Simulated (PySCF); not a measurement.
# C6H13AlF3P: the cost of one run

Computed with PySCF 2.14.0 and routines of our own; the level stands in each step. Atoms count from 0.

## 1. The starting structure

24 atoms, charge 0, multiplicity 1; geometry from: GFN2-xTB.

## 2. Magnetic properties: GIAO HF/pcSseg-1

What the job is given:

```
{"job": {"kind": "mag", "xc": "HF", "basis": "pcSseg-1", "isotopologues": 0}, "charge": 0, "multiplicity": 1}
C     -2.357472    -1.463137    -0.227872
C     -2.102851    -0.126712     0.455744
P     -0.408874     0.608338     0.341181
Al     0.791879     2.838779     0.072682
C      0.173523     0.202702    -1.372002
C      0.941158    -1.048221    -0.909816
C      0.752891    -0.856746     0.604192
C      1.969571    -0.293373     1.279233
F      1.759735    -0.057986     2.578228
F      2.330631     0.890657     0.730020
F      3.052641    -1.081642     1.199764
H     -2.180861    -1.403829    -1.298300
H     -3.396478    -1.749295    -0.076480
H     -1.729984    -2.247160     0.187499
H     -2.318244    -0.201123     1.526682
H     -2.764695     0.642940     0.046177
H      2.044458     2.913331    -0.864339
H      0.907508     3.117619     1.600799
H     -0.575332     3.056279    -0.720603
H      0.823872     1.005125    -1.738435
H     -0.605324     0.030170    -2.112061
H      0.476345    -1.971199    -1.253970
H      1.989104    -1.062180    -1.213577
H      0.415064    -1.723572     1.172813
```

With the program's defaults for keys left out, this is: GIAO HF/pcSseg-1 magnetisability, rotational g tensor and spin-rotation constants, non-relativistic, gas phase.

Launch:

```bash
> OMP_NUM_THREADS=1 python excited_run.py task.json out
```

One launch serves the whole session: the jobs run in the order shown.

**Question.** How long does this first job take on 1 thread of Intel Xeon Platinum 8375C at 2.90GHz, shared host, and how much memory does it need?

About 52 s, with a peak of 1.4 GiB.
